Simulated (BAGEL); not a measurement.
# GeSiH4O2 (SMILES [OH][Ge][O][SiH3]) at HF/3-21G (density fitting with cc-pvqz-jkfit)

Aim: the vertical singlet–triplet gap of GeSiH4O2 at HF/3-21G (density fitting with cc-pvqz-jkfit), from 2 runs. 

The calculation is run with BAGEL 1.2.2.

## 1. Starting point

GeSiH4O2: 8 atoms, total charge 0, spin state singlet. As SMILES, `[OH][Ge][O][SiH3]`. Geometry: relaxed at PBE0-D4/def2-TZVP. This is one conformer, not always the lowest.

Bond lengths: O1–Ge2 1.774 Å, Ge2–O3 1.800 Å, O3–Si4 1.640 Å, O1–H5 0.964 Å, Si4–H6 1.486 Å, Si4–H7 1.490 Å, Si4–H8 1.486 Å. Angles: O1–Ge2–O3 96.3°, Ge2–O3–Si4 137.6°, Ge2–O1–H5 112.5°, O3–Si4–H6 109.6°, O3–Si4–H7 110.8°, O3–Si4–H8 109.6°, H6–Si4–H7 108.8°, H6–Si4–H8 109.2°, H7–Si4–H8 108.8°.

## 2. The energy at HF/3-21G (density fitting with cc-pvqz-jkfit)

File input.json:

```json
{ "bagel" : [

{
  "title" : "molecule",
  "basis" : "3-21g",
  "df_basis" : "cc-pvqz-jkfit",
  "angstrom" : true,
  "geometry" : [
    { "atom" : "O", "xyz" : [       1.410100,       2.505300,       0.149500 ] },
    { "atom" : "Ge", "xyz" : [       1.623900,       0.902600,      -0.581400 ] },
    { "atom" : "O", "xyz" : [       0.084300,       0.200200,       0.031000 ] },
    { "atom" : "Si", "xyz" : [      -0.715100,      -1.229100,      -0.056600 ] },
    { "atom" : "H", "xyz" : [       0.587200,       2.577300,       0.646600 ] },
    { "atom" : "H", "xyz" : [      -2.046000,      -1.018000,      -0.682500 ] },
    { "atom" : "H", "xyz" : [       0.048600,      -2.214700,      -0.872700 ] },
    { "atom" : "H", "xyz" : [      -0.900800,      -1.780800,       1.310300 ] }
  ]
},

{ "title" : "hf" },

{ "title" : "print", "file" : "orbitals.molden", "orbitals" : true }

]}
```

On the command line:

```console
$ BAGEL_NUM_THREADS=1 BAGEL input.json > input.out
```

Standard output:

```text
* using 1 threads per process

  ===============================================================
  ===============================================================

  *** Geometry ***

  { "atom" : "O", "xyz" : [      2.664703,      4.734331,      0.282514 ] },
  { "atom" : "Ge", "xyz" : [      3.068726,      1.705667,     -1.098687 ] },
  { "atom" : "O", "xyz" : [      0.159304,      0.378323,      0.058582 ] },
  { "atom" : "Si", "xyz" : [     -1.351343,     -2.322662,     -0.106958 ] },
  { "atom" : "H", "xyz" : [      1.109647,      4.870391,      1.221897 ] },
  { "atom" : "H", "xyz" : [     -3.866380,     -1.923741,     -1.289738 ] },
  { "atom" : "H", "xyz" : [      0.091841,     -4.185176,     -1.649164 ] },
  { "atom" : "H", "xyz" : [     -1.702265,     -3.365224,      2.476108 ] },

  Number of auxiliary basis functions:      782

  Since a DF basis is specified, we compute 2- and 3-index integrals:
    o Being stored without compression. Storage requirement is 0.023 GB

  Number of basis functions:       61
  Number of electrons      :       66

    * METHOD: MOLECULE                             0.65

  *** RHF ***

  === Nuclear Repulsion ===
   339.7826885601

      * DIIS with orbital gradients will be used.

  === RHF iteration (3-21g) ===
      0      -2503.83726938          0.02799939           0.15
      1      -2503.96395224          0.02058316           0.15
      2      -2504.06668254          0.00109310           0.16
      3      -2504.06763209          0.00045546           0.16
      4      -2504.06771379          0.00013914           0.15
      5      -2504.06773254          0.00003908           0.16
      6      -2504.06773431          0.00000843           0.16
      7      -2504.06773439          0.00000261           0.16
      8      -2504.06773440          0.00000119           0.16
      9      -2504.06773440          0.00000035           0.16
     10      -2504.06773440          0.00000010           0.16
     11      -2504.06773440          0.00000004           0.15
     12      -2504.06773440          0.00000002           0.15
     13      -2504.06773440          0.00000000           0.16
    * SCF iteration converged.

    * Permanent dipole moment:
           (    0.227046,     0.461034,     0.045733) a.u.

    * METHOD: HF                                   2.46

    * METHOD: PRINT                                0.01

  ===============================================================
```

Wall time 3.3 s (1 thread of Arm Neoverse V1, shared host); peak memory 0.14 GiB.

## 3. The triplet, same level

input.json, as its differences from that of step 2:

```diff
@@ -19,5 +19,12 @@
 
-{ "title" : "hf" },
+{
+  "title" : "uhf",
+  "nopen" : 2
+},
 
-{ "title" : "print", "file" : "orbitals.molden", "orbitals" : true }
+{
+  "title" : "print",
+  "file" : "orbitals.molden",
+  "orbitals" : true
+}
```

On the command line:

```console
$ BAGEL_NUM_THREADS=1 BAGEL input.json > input.out
```

Standard output:

```text
* using 1 threads per process

  ===============================================================
  ===============================================================

  *** Geometry ***

  { "atom" : "O", "xyz" : [      2.664703,      4.734331,      0.282514 ] },
  { "atom" : "Ge", "xyz" : [      3.068726,      1.705667,     -1.098687 ] },
  { "atom" : "O", "xyz" : [      0.159304,      0.378323,      0.058582 ] },
  { "atom" : "Si", "xyz" : [     -1.351343,     -2.322662,     -0.106958 ] },
  { "atom" : "H", "xyz" : [      1.109647,      4.870391,      1.221897 ] },
  { "atom" : "H", "xyz" : [     -3.866380,     -1.923741,     -1.289738 ] },
  { "atom" : "H", "xyz" : [      0.091841,     -4.185176,     -1.649164 ] },
  { "atom" : "H", "xyz" : [     -1.702265,     -3.365224,      2.476108 ] },

  Number of auxiliary basis functions:      782

  Since a DF basis is specified, we compute 2- and 3-index integrals:
    o Being stored without compression. Storage requirement is 0.023 GB

  Number of basis functions:       61
  Number of electrons      :       66

    * METHOD: MOLECULE                             0.66

  *** Open-shell HF ***

  === Nuclear Repulsion ===
   339.7826885601

      * DIIS with orbital gradients will be used.

  === UHF iteration (3-21g) ===
      0      -2503.73940470          0.05026173           0.32
      1      -2503.87221418          0.03434397           0.31
      2      -2503.91908345          0.02298962           0.32
      3      -2503.95261236          0.00113882           0.32
      4      -2503.95302970          0.00063185           0.32
      5      -2503.95315621          0.00020369           0.32
      6      -2503.95320256          0.00009002           0.32
      7      -2503.95321839          0.00002842           0.32
      8      -2503.95322108          0.00001311           0.32
      9      -2503.95322186          0.00000482           0.32
     10      -2503.95322195          0.00000232           0.32
     11      -2503.95322196          0.00000128           0.31
     12      -2503.95322197          0.00000046           0.32
     13      -2503.95322197          0.00000016           0.32
     14      -2503.95322197          0.00000006           0.31
     15      -2503.95322197          0.00000003           0.32
     16      -2503.95322197          0.00000001           0.31
     17      -2503.95322197          0.00000001           0.32
    * SCF iteration converged.

    * S^2 (UHF) is 2.0057

    * Permanent dipole moment:
           (   -0.223439,     0.816812,     0.438289) a.u.

    * METHOD: UHF                                  6.01

    * METHOD: PRINT                                0.01

  ===============================================================
```

Run time: 6.9 s. Hardware: 1 thread of Arm Neoverse V1, shared host; peak memory 0.14 GiB.

## 4. Summary of results

At HF/3-21G (density fitting with cc-pvqz-jkfit):

```
                                        quantity           value
                           singlet: total energy  -2504.06773 Eh
                          singlet: dipole moment          1.31 D
                            singlet: HOMO energy       -10.04 eV
                            singlet: LUMO energy         1.57 eV
                          singlet: HOMO–LUMO gap        11.62 eV
                           triplet: total energy  -2503.95322 Eh
                          triplet: dipole moment          2.42 D
                                   triplet: ⟨S²⟩           2.006
vertical energy of the triplet above the singlet        3.116 eV
```

In words: At this shape the triplet lies 3.12 eV (72 kcal/mol) above the singlet.
